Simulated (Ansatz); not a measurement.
# Cl2H5NSi: the cost of one run

Method: PBE0-D4, def2-SVP first, then def2-TZVP; program: Ansatz 0.2.0, Gaussian basis.

152 further runs of the same task are left out: 152 set aside as unsound or not needed.

### 1 Where the work starts

The guess: 9 atoms, charge 0, spin multiplicity 1.

Atoms are counted from 1 here; the program's logs count them from 0.

Bond lengths: Si1–H3 1.445 Å, Si1–H4 1.445 Å, Si1–Cl5 2.032 Å, Si1–N7 1.840 Å, H6–N7 1.153 Å, N7–H8 1.016 Å, N7–H9 1.015 Å. Angles: H3–Si1–H4 125.3°, H3–Si1–Cl5 107.1°, H3–Si1–N7 106.8°, H4–Si1–Cl5 107.0°, H4–Si1–N7 106.8°, Cl5–Si1–N7 101.4°, Si1–N7–H6 95.8°, Si1–N7–H8 115.4°, Si1–N7–H9 115.2°, H6–N7–H8 111.0°, H6–N7–H9 110.5°, H8–N7–H9 108.4°.

Geometry (Å):

```xyz
9
Cl2H5NSi
Si   -0.6880    0.5945   -0.2763
Cl   -0.3018   -2.1924   -1.0510
H    -0.4072    0.7176   -1.6887
H    -1.8549   -0.0420    0.2898
Cl   -0.5851    2.4628    0.5173
H     0.6231   -1.2359   -0.0049
N     0.7803   -0.2067    0.4908
H     0.7564   -0.2824    1.5032
H     1.6772    0.1847    0.2199
```

Distances that are to change: Si1–N7 1.84 Å, Cl2–H6 1.69 Å, Si1–Cl2 2.92 Å, H6–N7 1.15 Å.

### 2 Relaxing the guess with the reacting distances held

hold/in.yaml

```yaml
crystal:
  periodic: [false, false, false]
  atoms:
    - {symbol: Si, position_ang: [-0.688000, 0.594500, -0.276300]}
    - {symbol: Cl, position_ang: [-0.301800, -2.192400, -1.051000]}
    - {symbol: H, position_ang: [-0.407200, 0.717600, -1.688700]}
    - {symbol: H, position_ang: [-1.854900, -0.042000, 0.289800]}
    - {symbol: Cl, position_ang: [-0.585100, 2.462800, 0.517300]}
    - {symbol: H, position_ang: [0.623100, -1.235900, -0.004900]}
    - {symbol: N, position_ang: [0.780300, -0.206700, 0.490800]}
    - {symbol: H, position_ang: [0.756400, -0.282400, 1.503200]}
    - {symbol: H, position_ang: [1.677200, 0.184700, 0.219900]}
basis:
  gaussian: {orbitals: def2-SVP}
hamiltonian: {xc: pbe0, dispersion: d4}
relax: {f_tol: 0.04, max_steps: 150, escape_saddle: false, constraints: [{distance: [0, 6]}, {distance: [1, 5]}, {distance: [0, 1]}, {distance: [5, 6]}]}
```

Started as:

```console
$ ansatz run in.yaml --threads 4 --pin off --events-out ev --progress --plain --max-ram 9574MiB
```

**Question.** How long does this run take on 4 threads of Arm Neoverse V2, shared host?

About 5.5 s.
